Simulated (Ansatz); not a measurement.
What does this script print? It uses the Python package of Ansatz (0.2.0).

The script reads `zns.yaml`:
```yaml
crystal:
  lattice:
    - [3.812, 0.0, 0.0]
    - [-1.906, 3.301289, 0.0]
    - [0.0, 0.0, 18.68999]
  atoms:
    - { symbol: Zn, position: [0.0, 0.0, 0.0] }
    - { symbol: Zn, position: [0.0, 0.0, 0.5] }
    - { symbol: Zn, position: [0.333333, 0.666667, 0.16667] }
    - { symbol: Zn, position: [0.666667, 0.333333, 0.66667] }
    - { symbol: Zn, position: [0.666667, 0.333333, 0.33333] }
    - { symbol: Zn, position: [0.333333, 0.666667, 0.83333] }
    - { symbol: S, position: [0.0, 0.0, 0.125] }
    - { symbol: S, position: [0.0, 0.0, 0.625] }
    - { symbol: S, position: [0.333333, 0.666667, 0.29167] }
    - { symbol: S, position: [0.666667, 0.333333, 0.79167] }
    - { symbol: S, position: [0.666667, 0.333333, 0.45833] }
    - { symbol: S, position: [0.333333, 0.666667, 0.95833] }
kpoints:
  mp_grid: { grid: [5, 5, 1] }
hamiltonian:
  xc: pbe
scf:
  occupations: { method: fixed }
output:
  forces: true
  stress: true
  eigenvalues: true
```

The script, `convert.py`:
```python
import ansatz as az

setup = az.Calculation.from_yaml("zns.yaml")
print(setup.to_python())
```

Output of `python convert.py`:
```text
(
    az.Lattice.of(((3.812, 0.0, 0.0), (-1.906, 3.301289, 0.0), (0.0, 0.0, 18.68999)))
    .atom("Zn", (0.0, 0.0, 0.0))
    .atom("Zn", (0.0, 0.0, 0.5))
    .atom("Zn", (0.333333, 0.666667, 0.16667))
    .atom("Zn", (0.666667, 0.333333, 0.66667))
    .atom("Zn", (0.666667, 0.333333, 0.33333))
    .atom("Zn", (0.333333, 0.666667, 0.83333))
    .atom("S", (0.0, 0.0, 0.125))
    .atom("S", (0.0, 0.0, 0.625))
    .atom("S", (0.333333, 0.666667, 0.29167))
    .atom("S", (0.666667, 0.333333, 0.79167))
    .atom("S", (0.666667, 0.333333, 0.45833))
    .atom("S", (0.333333, 0.666667, 0.95833))
    .calculation()
    .kpoints(5, 5, 1)
    .functional("pbe")
    .occupations(method="fixed")
    .forces()
    .stress()
    .band_table(publish=True)
)
```

The input is only written out: it wasn't run, and its settings aren't tested.
